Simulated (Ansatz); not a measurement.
**CH4FNOSi: how energies converge with the basis set**

An exercise on one series of results from a longer session: the logs are not shown, and one member is left open.

Computed with Ansatz 0.2.0, Gaussian basis. Level: one geometry, several basis sets.

The runs, in order: PBE0-D4/def2-SVP; ωB97M-V/def2-SVP; PBE0-D4/def2-QZVPP; ωB97M-V/def2-QZVPP; the functionals' def2-TZVPP values are taken from earlier runs.

## The geometry

An earlier PBE0-D4 in a triple-zeta def2 set relaxation fixed the geometry.

SMILES `O[SiH2]/N=C/F`, 9 atoms, charge 0, spin multiplicity 1.

Atoms are counted from 1 here; the program's logs count them from 0.

Bond lengths: O1–Si2 1.636 Å, O1–H6 0.959 Å, Si2–N3 1.733 Å, Si2–H7 1.485 Å, Si2–H8 1.483 Å, N3–C4 1.234 Å, C4–F5 1.336 Å, C4–H9 1.095 Å. Angles: Si2–O1–H6 117.7°, O1–Si2–N3 109.5°, O1–Si2–H7 105.5°, O1–Si2–H8 112.4°, N3–Si2–H7 112.7°, N3–Si2–H8 105.8°, H7–Si2–H8 111.1°, Si2–N3–C4 126.7°, N3–C4–F5 121.4°, N3–C4–H9 129.6°, F5–C4–H9 109.0°.

As a file:

```mol
CH4FNOSi
  3D, bonds by distance, orders not assigned

  9  8  0  0  0  0  0  0  0  0999 V2000
   -1.0082    1.1636    1.4820 O   0  0
   -0.2458   -0.1768    0.9347 Si  0  0
   -0.2207   -0.1607   -0.7977 N   0  0
    0.7771   -0.2093   -1.5217 C   0  0
    0.6741   -0.1779   -2.8534 F   0  0
   -1.8857    1.3466    1.1422 H   0  0
    1.1147   -0.1282    1.5271 H   0  0
   -0.9514   -1.4235    1.3175 H   0  0
    1.8345   -0.2801   -1.2477 H   0  0
  1  2  8  0
  2  3  8  0
  3  4  8  0
  4  5  8  0
  1  6  8  0
  2  7  8  0
  2  8  8  0
  4  9  8  0
M  END
```

The first run:

The input, in.yaml:

```yaml
crystal:
  periodic: [false, false, false]
  atoms:
    - {symbol: O, position_ang: [-1.008232, 1.163570, 1.481955]}
    - {symbol: Si, position_ang: [-0.245830, -0.176827, 0.934713]}
    - {symbol: N, position_ang: [-0.220744, -0.160660, -0.797651]}
    - {symbol: C, position_ang: [0.777136, -0.209262, -1.521695]}
    - {symbol: F, position_ang: [0.674086, -0.177891, -2.853446]}
    - {symbol: H, position_ang: [-1.885693, 1.346622, 1.142162]}
    - {symbol: H, position_ang: [1.114714, -0.128183, 1.527089]}
    - {symbol: H, position_ang: [-0.951377, -1.423502, 1.317478]}
    - {symbol: H, position_ang: [1.834539, -0.280069, -1.247705]}
basis:
  gaussian: {orbitals: def2-SVP}
hamiltonian: {xc: pbe0, dispersion: d4}
output: {orbitals: {seedname: orbitals}}
```

On the command line:

```bash
$ ansatz run in.yaml --threads 2 --pin off --events-out ev --progress --plain --max-ram 4352MiB
```

Among the steps run: PBE0-D4 in def2-SVP; ωB97M-V in def2-SVP; PBE0-D4 in def2-QZVPP; ωB97M-V in def2-QZVPP.

One of the session's tables, all rows but one given; the rest of the session is left out.

It belongs to the step «Functionals by basis». 

| functional | basis | HOMO (eV) |
| --- | --- | --- |
| PBE0-D4 | def2-SVP | ? |
| PBE0-D4 | def2-TZVPP | -8.27 |
| PBE0-D4 | def2-QZVPP | -8.31 |
| ωB97M-V | def2-SVP | -10.42 |
| ωB97M-V | def2-TZVPP | -10.61 |
| ωB97M-V | def2-QZVPP | -10.65 |

Estimate the missing values for PBE0-D4, def2-SVP.

As computed: HOMO (eV): -8.12. In the column «HOMO (eV)» it is the highest.
